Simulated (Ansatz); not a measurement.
# As₂: basis-set convergence

An exercise on one series of results from a longer session: the logs are not shown, and one member is left open.

The runs use Ansatz 0.2.0, Gaussian basis; one geometry, several basis sets.

The runs, in order: PBE0-D4/def2-SVP; ωB97M-V/def2-SVP; PBE0-D4/def2-QZVPP; ωB97M-V/def2-QZVPP; the functionals' def2-TZVPP values are taken from earlier runs.

### The relaxed structure

All runs share one geometry, relaxed beforehand with PBE0-D4 in a triple-zeta def2 set.

2 atoms, charge 0, spin multiplicity 1.

Atoms are counted from 1 here; the program's logs count them from 0.

Bond lengths: As1–As2 2.089 Å.

The first run:

Contents of in.yaml:

```yaml
crystal:
  periodic: [false, false, false]
  atoms:
    - {symbol: As, position_ang: [-0.000000, 0.000000, 0.002497]}
    - {symbol: As, position_ang: [0.000000, -0.000000, 2.091473]}
basis:
  gaussian: {orbitals: def2-SVP}
hamiltonian: {xc: pbe0, dispersion: d4}
output: {orbitals: {seedname: orbitals}}
```

The run is started by

```sh
$ ansatz run in.yaml --threads 4 --pin off --events-out ev --progress --plain --max-ram 10444MiB
```

Among the steps run: PBE0-D4 in def2-SVP; ωB97M-V in def2-SVP; PBE0-D4 in def2-QZVPP; ωB97M-V in def2-QZVPP.

One table of the session follows, with a row left open; its other results are not shown here.

```
functional       basis  HOMO (eV)  LUMO (eV)
   PBE0-D4    def2-SVP          ?          ?
   PBE0-D4  def2-TZVPP      -7.46      -2.62
   PBE0-D4  def2-QZVPP      -7.51      -2.70
   ωB97M-V    def2-SVP      -9.33      -0.57
   ωB97M-V  def2-TZVPP      -9.35      -0.65
   ωB97M-V  def2-QZVPP      -9.42      -0.80
```

Estimate the missing values for PBE0-D4, def2-SVP.

As computed: HOMO (eV): -7.43; LUMO (eV): -2.56. In the column «HOMO (eV)» it is the highest.
